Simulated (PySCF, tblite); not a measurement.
**C₅H₆N₃ radical: geometry, infrared bands and EPR parameters**

Wanted: the infrared bands and EPR parameters of C₅H₆N₃ radical (`[H]/N=[C]/C(=C\C#N)CN`), by calculation.

Programs: tblite 0.8.0 and PySCF 2.14.0, with density-fitted response routines of our own. Each step states its level of theory. These are calculated values for one molecule in the gas phase, unless marked as measured. Atoms are numbered from 0 throughout.

### 1 The molecule as given

14 atoms, charge 0, multiplicity 2; geometry from: force field or distance geometry start.

Bonds of the start (Å): N0–C1 1.15, C1–C2 1.45, C2–C3 1.33, C3–C4 1.46, C4–N5 1.31, C3–C6 1.48, C6–N7 1.48, C2–H8 1.08, N5–H9 1.05, C6–H10 1.11, C6–H11 1.11, N7–H12 1.07, N7–H13 1.05.

### 2 Relaxing the molecule with GFN2-xTB

What the job is given:

```
{"job": {"kind": "relax", "xc": "GFN2-xTB", "basis": "xTB"}, "charge": 0, "multiplicity": 2}
N     -2.934400    -2.274000     0.238300
C     -1.894800    -1.894300    -0.090300
C     -0.579500    -1.427900    -0.469500
C     -0.256600    -0.157200    -0.270600
C     -1.252900     0.687400     0.378500
N     -0.930900     1.936800     0.579000
C      1.091500     0.313100    -0.676400
N      1.785500     0.799300     0.534400
H      0.143400    -2.080700    -0.942100
H     -1.611200     2.586400     1.037100
H      1.025700     1.182200    -1.367400
H      1.719500    -0.502300    -1.082500
H      1.137900     0.717200     1.379400
H      2.556100     0.113500     0.729800
```

The run is started by

```console
$ OMP_NUM_THREADS=1 python probes_run.py task.json out
```

One launch serves the whole session: the jobs run in the order shown.

**Question.** This job is followed by: GFN2-xTB harmonic vibrations, gas phase; UKS B3LYP, pcH-1 on C H N, non-relativistic, mean-field spin-orbit, GIAO. What will the session give for the following? strongest single infrared mode (GFN2-xTB); zero-point energy (GFN2-xTB); g(iso) (B3LYP); ⟨S²⟩; largest a(iso) (averaged by class); potential on the surface of density 0.002 e/bohr³, 1st and 99th percentile.

As calculated:

| quantity | value |
| --- | --- |
| strongest single infrared mode (GFN2-xTB) | 2145 cm⁻¹, 607 km/mol |
| zero-point energy (GFN2-xTB) | 64.1 kcal/mol |
| g(iso) (B3LYP) | 2.00241 |
| ⟨S²⟩ | 0.766 (exact 0.75) |
| largest a(iso) (averaged by class) | 1H on H9, 103.2 MHz |
| potential on the surface of density 0.002 e/bohr³, 1st and 99th percentile | -1.92 V and 2.32 V |

**Reading.** Over 116 steps the energy fell by 1.650 eV; of the close pairs, C3–C4 changed most, 1.459 to 1.332 Å. All 36 modes are real, so the xTB geometry is a minimum. The strongest single mode, at 2145 cm⁻¹, moves mainly C4. Unscaled tight-binding wavenumbers are off by several per cent, some by more. Its intensities can rank the bands wrongly. The largest share of the spin, 0.59 e, sits on C2. The isotropic g lies 0.1 ppt above the free-electron value. These values are for one conformer; the search (at its own cheap level) found 2 more, at 0.35, 2.08 kcal/mol, and measured spectra average over such forms.
